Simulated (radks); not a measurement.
# Ne⁺ in [He] 2s1 2p5 3s1: an all-electron calculation

One table from this session's results is given with a row withheld; the runs are named, their logs left out.

Program: radks (a radial shooting solver on a logarithmic mesh, Libxc functionals) version 1. Level of theory: scalar-relativistic Kohn-Sham, PBEsol, spin-polarised, spherical densities, finite nucleus; open shells are filled with parallel spins first. These are calculated values, not measurements, unless marked.

**The system**

```
element            : neon (Z = 10)
charge             : +1
electrons          : 9
configuration      : [He] 2s1 2p5 3s1
nuclear rms radius : 3.0055 fm
```

Outer shells as boxes (Hund's rule):

Ne⁺
```
[He] core
2s [↑ ]
2p [↑↓][↑↓][↑ ]
3s [↑ ]
```

The first run:

Settings of this run:

```text
Z 10
configuration [He] 2s1 2p5 3s1 3p0 4s0
relativity scalar-relativistic
functional pbe_sol,pbe_sol
spin polarised
nucleus finite rms 3.0055 fm
c 137.035999084
```

Steps of the session up to this table: Self-consistent calculation.

One of the session's tables, all rows but one given; the rest of the session is left out.

It belongs to the step «Radial structure». Sizes of the orbitals, from the radial functions (bohr):

| level | <r> | outermost maximum (interpolated) | 90 % within | nodes |
| --- | --- | --- | --- | --- |
| 1s up | 0.1582 | 0.103 | 0.283 | 0 |
| 1s down | 0.1580 | 0.103 | 0.283 | 0 |
| 2s up | ? | ? | ? | ? |
| 2s down | 0.8436 | 0.666 | 1.34 | 1 |
| 2p up | 0.8140 | 0.584 | 1.37 | 0 |
| 2p down | 0.8357 | 0.589 | 1.42 | 0 |
| 3s up | 3.024 | 2.63 | 4.51 | 2 |
| 3p up | 3.582 | 3.05 | 5.42 | 1 |

**Question.** Estimate the row for 2s up.

The run gave: <r>: 0.8299; outermost maximum (interpolated): 0.660; 90 % within: 1.31; nodes: 1. In the column «<r>» it lies between 2p up (0.8140) and 2p down (0.8357).
